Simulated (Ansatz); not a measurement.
**CH3AlFN: how energies converge with the basis set**

An exercise on one series of results from a longer session: the logs are not shown, and one member is left open.

Computed with Ansatz 0.2.0, Gaussian basis. Level: one geometry, several basis sets.

The runs, in order: PBE0-D4/def2-SVP; ωB97M-V/def2-SVP; PBE0-D4/def2-QZVPP; ωB97M-V/def2-QZVPP; the functionals' def2-TZVPP values are taken from earlier runs.

## Structure used throughout

The geometry comes from an earlier relaxation with PBE0-D4 in a triple-zeta def2 set; it is a stationary point, not always the lowest conformer.

SMILES `F[CH]1[NH][AlH]1`, 7 atoms, charge 0, spin multiplicity 1.

Atoms are counted from 1 here; the program's logs count them from 0.

Bond lengths: F1–C2 1.400 Å, C2–N3 1.444 Å, C2–Al4 1.924 Å, C2–H5 1.091 Å, N3–Al4 1.737 Å, N3–H6 1.009 Å, Al4–H7 1.570 Å. Angles: F1–C2–N3 113.3°, F1–C2–Al4 120.6°, F1–C2–H5 105.7°, N3–C2–Al4 60.1°, N3–C2–H5 116.8°, Al4–C2–H5 130.9°, C2–N3–Al4 73.8°, C2–N3–H6 121.3°, Al4–N3–H6 164.9°, C2–Al4–N3 46.1°, C2–Al4–H7 169.6°, N3–Al4–H7 144.1°.

The first run:

Contents of in.yaml:

```yaml
crystal:
  periodic: [false, false, false]
  atoms:
    - {symbol: F, position_ang: [-1.877673, -0.268879, 0.141034]}
    - {symbol: C, position_ang: [-0.671372, 0.227613, -0.366647]}
    - {symbol: N, position_ang: [0.328000, 0.452047, 0.651860]}
    - {symbol: Al, position_ang: [0.922144, -0.850009, -0.332096]}
    - {symbol: H, position_ang: [-0.942093, 1.084002, -0.986750]}
    - {symbol: H, position_ang: [0.215183, 1.176186, 1.345502]}
    - {symbol: H, position_ang: [2.087110, -1.888961, -0.498603]}
basis:
  gaussian: {orbitals: def2-SVP}
hamiltonian: {xc: pbe0, dispersion: d4}
output: {orbitals: {seedname: orbitals}}
```

Started as:

```
$ ansatz run in.yaml --threads 2 --pin off --events-out ev --progress --plain --max-ram 4352MiB
```

Among the steps run: PBE0-D4 in def2-SVP; ωB97M-V in def2-SVP; PBE0-D4 in def2-QZVPP; ωB97M-V in def2-QZVPP.

One table of the session follows, with a row left open; its other results are not shown here.

It belongs to the step «Density functionals: the series». 

```
functional       basis  HOMO (eV)
   PBE0-D4    def2-SVP      -6.61
   PBE0-D4  def2-TZVPP      -6.72
   PBE0-D4  def2-QZVPP      -6.75
   ωB97M-V    def2-SVP      -8.78
   ωB97M-V  def2-TZVPP      -8.92
   ωB97M-V  def2-QZVPP          ?
```

**Question.** Estimate the row for ωB97M-V, def2-QZVPP.

As computed: HOMO (eV): -8.96. In the column «HOMO (eV)» it is the lowest.
